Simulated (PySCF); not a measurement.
# C3H6F2Ge: the cost of one run

The runs use PySCF 2.14.0, with density-fitted response routines of our own; the level of theory stands in each step. All values are computed, except where a source is named. Atoms count from 0, in the outputs and in this text.

## Step 1: The starting structure

12 atoms, charge 0, multiplicity 1; geometry from: GFN2-xTB. The atoms were then displaced at random by about 0.01 Å, so the start is not that level's minimum.

Bonds of the start (Å): F0–C1 1.40, C1–C2 1.52, C2–Ge3 2.04, Ge3–C4 2.03, C4–F5 1.38, C4–C1 1.53, C1–H6 1.08, C2–H7 1.07, C2–H8 1.09, Ge3–H9 1.48, Ge3–H10 1.49, C4–H11 1.11.

## Step 2: Optimising the geometry at PBE0-D3(BJ)/def2-SVP

What the job is given:

```
{"job": {"xc": "PBE0", "basis": "def2-SVP", "d3": "d3bj", "grid": 1, "shake": 0.01, "kind": "geom"}, "charge": 0, "multiplicity": 1}
F     -0.683520     0.004950     1.822900
C     -0.964640     0.102560     0.458590
C     -0.399800    -1.147920    -0.203120
Ge     1.421490    -0.220570    -0.260340
C     -0.024500     1.189360    -0.077900
F     -0.433620     1.605830    -1.325530
H     -2.021930     0.284540     0.340810
H     -0.792470    -1.283360    -1.189130
H     -0.537220    -2.036270     0.419370
H      2.189330    -0.208390    -1.520720
H      2.261550    -0.404170     0.954810
H      0.025020     2.085180     0.571250
```

Run with:

```
OMP_NUM_THREADS=1 python probes_run.py task.json out
```

The driver reads the jobs from task.json and runs them one after another.

**Question.** How long does this first job take on 1 thread of Arm Neoverse N1, shared host, and how much memory does it need?

About 93 s, with a peak of 0.52 GiB.
